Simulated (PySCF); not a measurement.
OKH, 3 atoms in the cell. The cell holds a molecule in a box, 3 atoms: a = 12.000 Å, b = 10.000 Å, c = 11.000 Å, α = 90.00°, β = 90.00°, γ = 90.00°. 

* Program: PySCF 2.14.0
* Task: RPA correlation energy
* Functional: PBE
* Potentials or basis: 6-31g* (all-electron)
* k mesh: 1 × 1 × 1
* Occupations: fixed
* Spin: no spin polarisation
* Exponents discarded below (exp_to_discard): 0 1/bohr^2
* Frozen core bands: 6
* conv_tol: 1e-08 Ha
* max_cycle: 60
* Relativity: none
* Coulomb method: Gaussian density fitting (GDF)
* Grid for exchange and correlation: Becke, atom-centred
* Three-centre integrals: read from an earlier run's file

Potentials or basis: 6-31g* (all-electron).

The run is started by

```bash
$ OMP_NUM_THREADS=2 python -u run.py > log
```

Hardware: 2 threads of Intel(R) Xeon(R) Processor @ 2.70GHz, on a shared host.

Question: How long does it take, and how much memory?

Answer: Wall time 24 s on 2 threads of Intel(R) Xeon(R) Processor @ 2.70GHz, with other jobs on the host, peak memory 0.85 GiB. Counts: scf iterations 9, basis 38, k points 1.
